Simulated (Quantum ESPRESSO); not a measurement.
Set up this calculation in Quantum ESPRESSO 7.5, as the native input.

```
Task                        : relaxation of the atoms
Functional                  : LDA
Potentials or basis         : PseudoDojo 0.4.1 SR LDA standard
Cutoff                      : 1197 eV
Density cutoff              : 4789 eV
k mesh                      : 8 × 8 × 8
Occupations                 : gaussian, width 0.01 eV
Spin                        : no spin polarisation
Form of the LDA correlation : PW92
Mixing beta                 : 0.5
Most SCF iterations         : 120
SCF threshold               : 4e-10 Ry
Most ionic steps            : 40
Forc conv thr               : 0.0001 Ry/bohr
Etot conv thr               : 1e-05 Ry
Tstress                     : yes
Ion dynamics                : bfgs
```

InP:

```
In P
1.0
     0.01456    2.91125    2.91125
     2.91125    0.01456    2.91125
     2.92581    2.92581    0.00000
In P
1 1
Direct
  0.00000 0.00000 0.00000
  0.25000 0.25000 0.25000
```

The cell was built by a generator and isn't the measured one.

These files were run (other wordings do the same):

pw.in

```
&CONTROL
  calculation = 'relax'
  prefix = 'pwscf'
  outdir = './tmp'
  pseudo_dir = './pseudo'
  tprnfor = .true.
  tstress = .true.
  disk_io = 'low'
  nstep = 40
  forc_conv_thr = 0.0001
  etot_conv_thr = 1d-05
/
&SYSTEM
  ibrav = 0
  nat = 2
  ntyp = 2
  ecutwfc = 88
  nbnd = 15
  occupations = 'smearing'
  smearing = 'gaussian'
  degauss = 0.00073499
/
&ELECTRONS
  conv_thr = 4d-10
  electron_maxstep = 120
  mixing_beta = 0.5
/
&IONS
  ion_dynamics = 'bfgs'
/
ATOMIC_SPECIES
In   114.8180 In.upf
P     30.9738 P.upf
CELL_PARAMETERS angstrom
   0.0145562500    2.9112500000    2.9112500000
   2.9112500000    0.0145562500    2.9112500000
   2.9258062500    2.9258062500    0.0000000000
ATOMIC_POSITIONS crystal
In     0.0000000000    0.0000000000    0.0000000000
P      0.2500000000    0.2500000000    0.2500000000
K_POINTS automatic
8 8 8 0 0 0
```

Potentials or basis: PseudoDojo 0.4.1 SR LDA standard.

The run is started by

```sh
$ OMP_NUM_THREADS=1 pw.x -in pw.in > pw.out
```

It gave:

```json
{"Energy gained by relaxing": "0.2 meV/atom", "Ionic steps": "4", "Pressure after relaxing": "0.0 GPa", "Band gap on the k mesh": "0.56 eV, direct"}
```

Caveat: spin-orbit coupling is left out, which moves the levels of the heavy elements.

Wall time 9.2 min on 1 thread of AMD EPYC 7571, on a shared host, peak memory 0.16 GiB.
